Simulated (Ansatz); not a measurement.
# CH7F2NSi: the cost of one run

Program: Ansatz 0.2.0. Level of theory: UKS PBE/STO-3G. These are calculated values, not measurements.

## Step 1: Starting point

Bond lengths: Si1–N2 2.121 Å, N2–C3 1.449 Å, Si1–F4 1.617 Å, Si1–F5 1.593 Å, Si1–H6 1.439 Å, N2–H9 1.016 Å, C3–H10 1.093 Å, C3–H11 1.090 Å, C3–H12 1.093 Å. Angles (14 of 15 angles, heavy atoms first): Si1–N2–C3 117.2°, N2–Si1–F4 93.1°, N2–Si1–F5 98.4°, F4–Si1–F5 100.5°, Si1–N2–H9 113.2°, C3–N2–H9 109.5°, N2–Si1–H6 140.6°, F4–Si1–H6 98.0°, F5–Si1–H6 116.2°, N2–C3–H10 111.6°, N2–C3–H11 108.2°, N2–C3–H12 111.1°, H10–C3–H11 108.3°, H10–C3–H12 108.7°.

Structure file:

```xyz
12

Si   -0.8019    0.9200    0.8689
N     0.6812    0.0235   -0.3533
C     0.3241   -1.2042   -1.0345
F    -1.8398    1.0882   -0.3600
F    -0.1912    2.3902    0.9373
H    -1.7547    0.5796    1.8919
H     1.1313   -0.0525    0.9125
H     0.6748    0.1769    1.7554
H     1.0972    0.6706   -1.0173
H    -0.4394   -1.0344   -1.7975
H    -0.0789   -1.8977   -0.2958
H     1.1972   -1.6600   -1.5076
```

## Step 2: Run 1

150 steps of 0.5 fs at constant energy, with velocities drawn for 1000 K.

File input.yaml:

```yaml
crystal:
  periodic: [false, false, false]
  atoms:
    - { symbol: Si, position_ang: [-0.8019, 0.92, 0.8689] }
    - { symbol: "N", position_ang: [0.6812, 0.0235, -0.3533] }
    - { symbol: C, position_ang: [0.3241, -1.2042, -1.0345] }
    - { symbol: F, position_ang: [-1.8398, 1.0882, -0.36] }
    - { symbol: F, position_ang: [-0.1912, 2.3902, 0.9373] }
    - { symbol: H, position_ang: [-1.7547, 0.5796, 1.8919] }
    - { symbol: H, position_ang: [1.1313, -0.0525, 0.9125] }
    - { symbol: H, position_ang: [0.6748, 0.1769, 1.7554] }
    - { symbol: H, position_ang: [1.0972, 0.6706, -1.0173] }
    - { symbol: H, position_ang: [-0.4394, -1.0344, -1.7975] }
    - { symbol: H, position_ang: [-0.0789, -1.8977, -0.2958] }
    - { symbol: H, position_ang: [1.1972, -1.66, -1.5076] }
magnetization:
  spin_polarized: true
basis:
  gaussian: { orbitals: STO-3G }
hamiltonian:
  xc: pbe
md:
  timestep: 0.5
  n_steps: 150
  ensemble: nve
  temperature: 1000.0
  initial_velocities: maxwell_boltzmann
  seed: 959737
```

Started as:

```
$ ansatz run input.yaml --threads 1 --pin off --max-ram 2048MiB --backend cpu --events-out ev --progress --plain --runs-dir out
```

What time and memory should one allow on 1 thread of Arm Neoverse V2, shared host?

About 7.9 min, with a peak of 0.11 GiB.
